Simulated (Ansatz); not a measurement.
# BGeC (sextet): wave-function methods side by side, cc-pVTZ

The task here is to estimate one member of a computed series from the others.

Computed with Ansatz 0.2.0, Gaussian basis. Level: cc-pVTZ, core rule «outside noble gas», up to 16 orbitals frozen.

Plan: UHF; CCSD(T) on ROHF; CCSD(T) on UHF; BCCD(T) on ROHF; CCSDT(Q) on ROHF; CCSDT(Q) on UHF; CASSCF and NEVPT2, 11 electrons in 12 orbitals.

5 further runs of the same task are left out: 5 set aside as unsound or not needed.

**The geometry**

The geometry is a PBE0/def2-TZVP stationary point (not a proven minimum) of the parent state, kept for this charge and spin. No spin-orbit coupling is included. The filled d shell of Ge may be among the frozen orbitals whatever the setting's name suggests; the logs give the count.

3 atoms, charge 0, spin multiplicity 6.

Atoms are counted from 1 here; the program's logs count them from 0.

Bond lengths: B1–Ge2 1.965 Å, Ge2–C3 1.915 Å. Angles: B1–Ge2–C3 109.9°.

Coordinates:

```xyz
3
charge 0, multiplicity 6
B     0.00000   -0.94250    1.57828
Ge    0.00000    0.26503    0.02843
C     0.00000   -0.75453   -1.59258
```

Set-up of the first run:

Input file in.yaml:

```yaml
crystal:
  periodic: [false, false, false]
  atoms:
    - {symbol: B, position_ang: [0.000000, -0.942503, 1.578277]}
    - {symbol: Ge, position_ang: [0.000000, 0.265030, 0.028430]}
    - {symbol: C, position_ang: [0.000000, -0.754527, -1.592575]}
basis:
  gaussian: {orbitals: cc-pVTZ}
magnetization: {spin_polarized: true, initial_magnetization: 5}
hamiltonian: {xc: hf}
output: {orbitals: {seedname: orbitals}}
```

On the command line:

```bash
$ ansatz run in.yaml --threads 1 --pin off --events-out ev --progress --plain --max-ram 4096MiB --backend cpu
```

Among the steps run: UHF; CCSD(T) on ROHF; CCSD(T) on UHF; BCCD(T) on ROHF; CCSDT(Q) on ROHF; CCSDT(Q) on UHF; CASSCF and NEVPT2, 11 electrons in 12 orbitals.

One of the session's tables, all rows but one given; the rest of the session is left out.

```
        method  from RCCSDT(Q) (kcal/mol)
          ROHF                    +169.81
           UHF                    +166.16
          RMP2                     +39.04
          UMP2                     +38.42
         RCCSD                     +11.42
         UCCSD                     +11.28
      RCCSD(T)                          ?
      UCCSD(T)                      +2.48
       BCCD(T)                      +2.44
        RCCSDT                      +0.72
        UCCSDT                      +0.60
     RCCSDT(Q)                          0
     UCCSDT(Q)                      -0.18
CASSCF valence                    +119.96
NEVPT2 valence                     +25.35
```

**Question.** Estimate the row for RCCSD(T).

The run gave: from RCCSDT(Q) (kcal/mol): +2.53. In the column «from RCCSDT(Q) (kcal/mol)» it lies between UCCSD(T) (+2.48) and UCCSD (+11.28).

Limits of these values: Restricted and unrestricted rows rest on different reference determinants; where their highest levels disagree by more than a few hundredths of an eV, they describe different states and don't form one ladder.
